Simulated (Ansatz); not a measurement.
# CH6ClGa: the cost of one run

Method: RKS CAM-B3LYP/def2-SVP, in Ansatz 0.2.0.

### Step 1. Starting point

Bond lengths: Ga1–Cl2 2.612 Å, Ga1–H3 1.549 Å, Ga1–H4 1.548 Å, Ga1–C6 2.306 Å, C6–H7 1.092 Å, C6–H8 1.097 Å, C6–H9 1.095 Å. Angles: Cl2–Ga1–H3 111.5°, Cl2–Ga1–H4 113.1°, Cl2–Ga1–C6 79.3°, H3–Ga1–H4 122.8°, H3–Ga1–C6 113.2°, H4–Ga1–C6 108.7°, Ga1–C6–H7 153.4°, Ga1–C6–H8 83.5°, Ga1–C6–H9 92.8°, H7–C6–H8 105.4°, H7–C6–H9 107.2°, H8–C6–H9 109.5°.

As a file:

```xyz
9

Ga   -1.1116   -0.0498   -0.5695
Cl   -0.9326   -1.8909    1.2741
H    -1.1249   -0.6671   -1.9900
H    -2.0239    1.1317   -0.1603
H     0.2330   -0.6977    0.7097
C     1.0153    0.3479    0.2278
H     1.9470    0.0511    0.7129
H     1.2602    0.4478   -0.8373
H     0.7375    1.3270    0.6327
```

### Step 2. Pulling towards end A

Springs on the bonds that form and break draw the guess towards this end; the thresholds are loose.

Contents of input.yaml:

```yaml
crystal:
  periodic: [false, false, false]
  atoms:
    - { symbol: Ga, position_ang: [-1.1116, -0.0498, -0.5695] }
    - { symbol: Cl, position_ang: [-0.9326, -1.8909, 1.2741] }
    - { symbol: H, position_ang: [-1.1249, -0.6671, -1.99] }
    - { symbol: H, position_ang: [-2.0239, 1.1317, -0.1603] }
    - { symbol: H, position_ang: [0.233, -0.6977, 0.7097] }
    - { symbol: C, position_ang: [1.0153, 0.3479, 0.2278] }
    - { symbol: H, position_ang: [1.947, 0.0511, 0.7129] }
    - { symbol: H, position_ang: [1.2602, 0.4478, -0.8373] }
    - { symbol: H, position_ang: [0.7375, 1.327, 0.6327] }
basis:
  gaussian: { orbitals: def2-SVP }
hamiltonian:
  xc: cam_b3lyp
relax:
  f_tol: 0.15
  max_steps: 25
  restrain:
    - { distance: [0, 5], at: 3.28, k: 30.0 }
    - { distance: [4, 1], at: 2.63, k: 30.0 }
    - { distance: [0, 1], at: 2.24, k: 30.0 }
    - { distance: [4, 5], at: 1.07, k: 30.0 }
```

Launch:

```
> ansatz run input.yaml --threads 2 --pin off --max-ram 3072MiB --backend cpu --events-out ev --progress --plain --runs-dir out
```

What time and memory should one allow on 2 threads of Intel Xeon Platinum 8488C (Sapphire Rapids), shared host?

About 20 s, with a peak of 0.26 GiB.
